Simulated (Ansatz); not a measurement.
# SnSe, space group Fm-3m: densities of the highest filled and lowest empty bands

Program: the Ansatz DFT code, driven from Python.

`snse_partial.py`
```python
# -*- coding: utf-8 -*-
'''Where the band-edge states of SnSe lie.'''

import itertools

import ansatz
import numpy as np


def main():
    vectors = np.array([
        [0.0, 3.01, 3.01],
        [3.01, 0.0, 3.01],
        [3.01, 3.01, 0.0],
    ])
    system = (
        ansatz.Lattice.of(vectors)
        .atom('Sn', (0.0, 0.0, 0.0))
        .atom('Se', (0.5, 0.5, 0.5))
    )

    base = (
        system.calculation()
        .functional('pbesol')
        .kpoints(length=14)
        .occupations('fixed')
        .band_densities([('v3', 'v1'), ('c1', 'c1')])
    )
    session = base.session()
    planned = session.plan(threads=1)
    res = planned.execute()
    report = res.report
    # share of each window within a sphere about each atom, summed on the grid
    cell = np.asarray(res.lattice.cell_ang)
    for names, window in zip([('v3', 'v1'), ('c1', 'c1')], res.band_densities().windows):
        density = window.outcome.density
        rho = density.channels[0].density_e_per_ang3
        axes = density.fft_grid_basis @ cell
        points = np.stack(np.meshgrid(*(np.arange(n) / n for n in rho.shape), indexing='ij'), axis=-1)
        print('bands', names, 'electrons', np.round(window.outcome.n_electrons, 3), 'peak', round(float(rho.max()), 3), 'e/A^3')
        for index, site in enumerate(res.lattice.sites):
            offset = points - np.asarray(site.position_ang) @ np.linalg.inv(axes)
            offset -= np.round(offset)
            distance = np.min([np.linalg.norm((offset + image) @ axes, axis=-1) for image in itertools.product((-1, 0, 1), repeat=3)], axis=0)
            print(f'   {index} {site.symbol:2s} {100 * rho[distance < 1.0].sum() / rho.sum():5.1f} % within 1.0 A')


if __name__ == '__main__':
    main()
```

```console
$ python snse_partial.py
DeckWarning: basis.ecutwfc = 420 eV, auto-derived from the records' recommended cutoffs: set by Sn (normal level)
bands ('v3', 'v1') electrons [6.] peak 0.489 e/A^3
   0 Sn   6.3 % within 1.0 A
   1 Se  26.1 % within 1.0 A
bands ('c1', 'c1') electrons [2.] peak 0.133 e/A^3
   0 Sn  11.2 % within 1.0 A
   1 Se  19.1 % within 1.0 A
```
(Warnings from the package without file and line.)

Energy and stress may still move on a finer k-point mesh. The structure is a deposited one; some such entries were measured under pressure or heat, so a shift against it needn't be the functional's error alone. The windows are summed over all k-points with every state counted as full, the empty ones too; where a window cuts a degenerate level its bands share the weight. Values near the nuclei depend on the potentials. Spheres that overlap count density twice, so shares are no populations. Hardware and time: 1.2 s on 1 thread of Arm Neoverse V2 (shared host), peak memory 0.35 GiB.

(A comment or docstring line of the script was reworded after the run, the code is as it ran; lines on the test bed's own set-up are left out of the output.)
